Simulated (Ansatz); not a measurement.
# C₂H₄GeO: one species, many methods

The task here is to estimate one member of a computed series from the others.

The runs use Ansatz 0.2.0, Gaussian basis; functionals in def2-TZVPP, the program's frozen cores in correlated methods.

Levels to be run: LDA (SPW92), PBE-D4, revPBE-D4, BLYP-D4, r2SCAN-D4, B97M-V, PBE0-D4, B3LYP-D4, r2SCANh-D4, r2SCAN0-D4, HSE06-D4, BHLYP-D4, CAM-B3LYP-D4, LC-ωPBE, ωB97X-V, ωB97M-V, B2PLYP, PBE-QIDH; CCSD(T)/def2-SVP; CCSD(T)/def2-TZVPP; MP2/def2-QZVPP; extrapolation to the limit; RPA on PBE.

## The relaxed structure

An earlier PBE0-D4 in a triple-zeta def2 set relaxation fixed the geometry.

SMILES `[GeH3][C]1=CO1`, 8 atoms, charge 0, spin multiplicity 1.

Atoms are counted from 1 here; the program's logs count them from 0.

Bond lengths: Ge1–C2 1.896 Å, Ge1–H5 1.533 Å, Ge1–H6 1.534 Å, Ge1–H7 1.534 Å, C2–C3 1.287 Å, C2–O4 1.732 Å, C3–O4 1.330 Å, C3–H8 1.082 Å. Angles: C2–Ge1–H5 105.8°, C2–Ge1–H6 109.2°, C2–Ge1–H7 109.2°, H5–Ge1–H6 111.1°, H5–Ge1–H7 111.1°, H6–Ge1–H7 110.5°, Ge1–C2–C3 175.9°, Ge1–C2–O4 126.2°, C3–C2–O4 49.7°, C2–C3–O4 82.8°, C2–C3–H8 146.8°, O4–C3–H8 130.4°, C2–O4–C3 47.5°.

The first run:

File in.yaml:

```yaml
crystal:
  periodic: [false, false, false]
  atoms:
    - {symbol: Ge, position_ang: [-0.231092, 1.249050, -0.415024]}
    - {symbol: C, position_ang: [0.145856, -0.563856, -0.009527]}
    - {symbol: C, position_ang: [0.381089, -1.776404, 0.353840]}
    - {symbol: O, position_ang: [0.111370, -1.289758, 1.562164]}
    - {symbol: H, position_ang: [-0.068045, 1.379936, -1.934172]}
    - {symbol: H, position_ang: [-1.667089, 1.572810, 0.015252]}
    - {symbol: H, position_ang: [0.765984, 2.148602, 0.325659]}
    - {symbol: H, position_ang: [0.654229, -2.777380, 0.046108]}
basis:
  gaussian: {orbitals: def2-TZVPP}
hamiltonian: {xc: lda}
output: {orbitals: {seedname: orbitals}}
```

Run with:

```sh
$ ansatz run in.yaml --threads 2 --pin off --events-out ev --progress --plain --max-ram 4352MiB
```

Steps of the session up to this table: LDA; PBE-D4 (GGA); revPBE-D4 (GGA); BLYP-D4 (GGA); r2SCAN-D4 (meta-GGA); B97M-V (meta-GGA); PBE0-D4 (hybrid); B3LYP-D4 (hybrid); r2SCANh-D4 (hybrid); r2SCAN0-D4 (hybrid); HSE06-D4 (hybrid); BHLYP-D4 (hybrid); CAM-B3LYP-D4 (range-separated); LC-ωPBE (range-separated); ωB97X-V (range-separated); ωB97M-V (range-separated); B2PLYP (double hybrid); PBE-QIDH (double hybrid).

One of the session's tables, all rows but one given; the rest of the session is left out.

It belongs to the step «Orbital energies across the functionals». 

```
  functional  HOMO (eV)  gap (eV)
 LDA (SPW92)      -4.90      2.60
      PBE-D4      -4.74      2.69
   revPBE-D4      -4.68      2.73
     BLYP-D4      -4.63      2.71
   r2SCAN-D4          ?         ?
      B97M-V      -5.07      3.38
     PBE0-D4      -6.06      5.13
    B3LYP-D4      -5.84      4.65
  r2SCANh-D4      -5.46      4.08
  r2SCAN0-D4      -6.21      5.43
    HSE06-D4      -5.65      4.34
    BHLYP-D4      -7.28      7.53
CAM-B3LYP-D4      -7.43      7.67
     LC-ωPBE      -8.77     10.22
     ωB97X-V      -8.41      9.78
     ωB97M-V      -8.34      9.58
```

Estimate the missing values for r2SCAN-D4.

Worked estimate for «HOMO (eV)». Against the share of exact exchange, r2SCANh-D4 (0.1, -5.46), r2SCAN0-D4 (0.25, -6.21) give a slope of -5.00 per unit share; at 0 the line stands at -4.96.

As computed: HOMO (eV): -4.96; gap (eV): 3.17. In «HOMO (eV)» the line misses by 0.00.
